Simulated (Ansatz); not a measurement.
This script drives Ansatz 0.2.0, Python API.

The script, `opt_clh3no2si.py`:
```python
# -*- coding: utf-8 -*-
"""Minimum-energy structure of ClH3NO2Si."""

import itertools

import ansatz as az
from ase.data import atomic_numbers, covalent_radii
import numpy as np
import pandas as pd

BASIS_SET = "6-31G*"
XC = "pbe0"

geometry_ang = [
    ("N", (-0.784, 0.6021, 1.2445)),
    ("Si", (0.1354, 0.1727, -0.1072)),
    ("O", (1.6687, 0.0237, 0.3409)),
    ("O", (-0.4174, -1.2737, -0.5134)),
    ("Cl", (0.0542, 1.3799, -1.7404)),
    ("H", (-1.7586, 0.9154, 0.8731)),
    ("H", (2.2899, -0.3668, -0.3212)),
    ("H", (-1.0961, -1.5104, 0.1678)),
]
molecule = az.Crystal.molecule()
for symbol, xyz in geometry_ang:
    molecule = molecule.atom(symbol, xyz)

job = molecule.calculation()
job = job.basis(gaussian=BASIS_SET)
job = job.functional(XC)
job = job.spin("collinear", total=1).accuracy("medium")
job = job.scf(lower_state_search="off")
symbols = [site.symbol for site in molecule.cartesian_sites]
start = np.array([site.position_ang for site in molecule.cartesian_sites], dtype=float)
data = job.relax(force_tolerance=0.02).run(threads=1).report
end = np.array(data["positions_ang"])

for key in ("converged", "free_energy_ev", "reference_energy_ev", "n_frozen", "n_occupied", "n_virtual"):
    print(f"{key:22s} {data[key]}")

# pairs closer than 1.2 times the sum of covalent radii, before or after
radius = [covalent_radii[atomic_numbers[s]] for s in symbols]
span = lambda where, i, j: np.linalg.norm(where[i] - where[j])
bonded = [(i, j) for i, j in itertools.combinations(range(len(symbols)), 2) if min(span(start, i, j), span(end, i, j)) < 1.2 * (radius[i] + radius[j])]
print("pair        before    after (A)")
for i, j in bonded:
    print(f"{symbols[i]}{i}-{symbols[j]}{j}".ljust(10), f"{span(start, i, j):8.4f} {span(end, i, j):8.4f}")
for first, second in list(itertools.combinations(bonded, 2)):
    shared = set(first) & set(second)
    if shared and symbols[(j := shared.pop())] != "H":
        i, k = sorted((set(first) | set(second)) - {j})
        u, v = end[i] - end[j], end[k] - end[j]
        angle = np.degrees(np.arccos(np.clip(u @ v / np.linalg.norm(u) / np.linalg.norm(v), -1, 1)))
        print(f"final angle {symbols[i]}{i}-{symbols[j]}{j}-{symbols[k]}{k}: {angle:.2f} deg")

charges = data["charge_distribution"]
table = pd.DataFrame({"atom": symbols, "mulliken": charges["mulliken_charges_e"], "lowdin": charges["lowdin_charges_e"]})
print(table.round(3).to_string())
print("dipole (e A):", np.round(charges["dipole_moment_e_ang"], 4) + 0.0)
```

It is started by `python opt_clh3no2si.py`. How long does it take on 1 thread of Arm Neoverse V1 (shared host), and how much memory does it need?

It took about 80 s, with a peak of 0.31 GiB, for 1 run of the engine.

```console
$ python opt_clh3no2si.py
converged              True
free_energy_ev         -26021.083679998086
reference_energy_ev    -26021.083679998086
n_frozen               0
n_occupied             [29, 28]
n_virtual              [60, 61]
pair        before    after (A)
N0-Si1       1.6902   1.7408
N0-H5        1.0890   1.0233
Si1-O2       1.6044   1.6397
Si1-O3       1.6008   1.6429
Si1-Cl4      2.0326   2.0593
O2-H6        0.9883   0.9647
O3-H7        0.9903   0.9664
final angle Si1-N0-H5: 115.89 deg
final angle N0-Si1-O2: 104.77 deg
final angle N0-Si1-O3: 108.16 deg
final angle N0-Si1-Cl4: 115.96 deg
final angle O2-Si1-O3: 114.97 deg
final angle O2-Si1-Cl4: 109.25 deg
final angle Si1-O2-H6: 116.35 deg
final angle O3-Si1-Cl4: 104.09 deg
final angle Si1-O3-H7: 114.21 deg
  atom  mulliken  lowdin
0    N    -0.554  -0.248
1   Si     0.927   0.012
2    O    -0.673  -0.328
3    O    -0.672  -0.328
4   Cl    -0.282  -0.003
5    H     0.350   0.243
6    H     0.450   0.325
7    H     0.453   0.328
dipole (e A): [ 0.0766 -0.0899  0.0827]
```

These settings explore the input space; basis and method may be short of convergence. The end point is the stationary point reached from this start; no frequency run checks that it is a minimum, and the basis set is modest. The run takes the species as open-shell (spin multiplicity 2), which needn't be its ground state. The Löwdin charges here are taken after orthogonalising the functions within each atom; they differ from plain Löwdin charges, and their signs can be unphysical.
